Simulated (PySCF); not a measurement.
# C2H7BO2Si: the cost of one run

Programs: PySCF 2.14.0, with density-fitted response routines of our own. Each step states its level of theory. These are calculated values for one molecule in the gas phase, unless marked as measured. Atoms are numbered from 0 throughout.

## 1. The starting structure

13 atoms, charge 0, multiplicity 1; geometry from: GFN2-xTB. The atoms were then displaced at random by about 0.01 Å, so the start is not that level's minimum.

Bonds of the start (Å): O0–B1 1.35, B1–C2 1.61, C2–O3 1.37, O3–C4 1.43, C4–Si5 1.94, Si5–B1 1.98, O0–H6 0.94, C2–H7 1.10, C2–H8 1.13, C4–H9 1.08, C4–H10 1.12, Si5–H11 1.47, Si5–H12 1.49.

## 2. Geometry optimisation at PBE0-D3(BJ)/def2-SVP

What the job is given:

```
{"job": {"xc": "PBE0", "basis": "def2-SVP", "d3": "d3bj", "grid": 1, "shake": 0.01, "kind": "geom"}, "charge": 0, "multiplicity": 1}
O      2.416510     0.618510    -0.140670
B      1.108670     0.291040    -0.138230
C      0.546140    -1.207410     0.036240
O     -0.775740    -1.278460    -0.319210
C     -1.559010    -0.175590     0.154910
Si    -0.517200     1.407300    -0.244560
H      3.074920    -0.042050    -0.061920
H      1.083480    -1.959900    -0.568100
H      0.676970    -1.514040     1.120860
H     -2.527020    -0.233880    -0.318090
H     -1.733830    -0.283560     1.256010
H     -0.805710     2.434680     0.768220
H     -0.982370     1.926490    -1.555790
```

Command:

```bash
> OMP_NUM_THREADS=1 python probes_run.py task.json out
```

The driver reads the jobs from task.json and runs them one after another.

**Question.** How long does this first job take on 1 thread of Arm Neoverse V1, shared host, and how much memory does it need?

About 59 s, with a peak of 0.52 GiB.
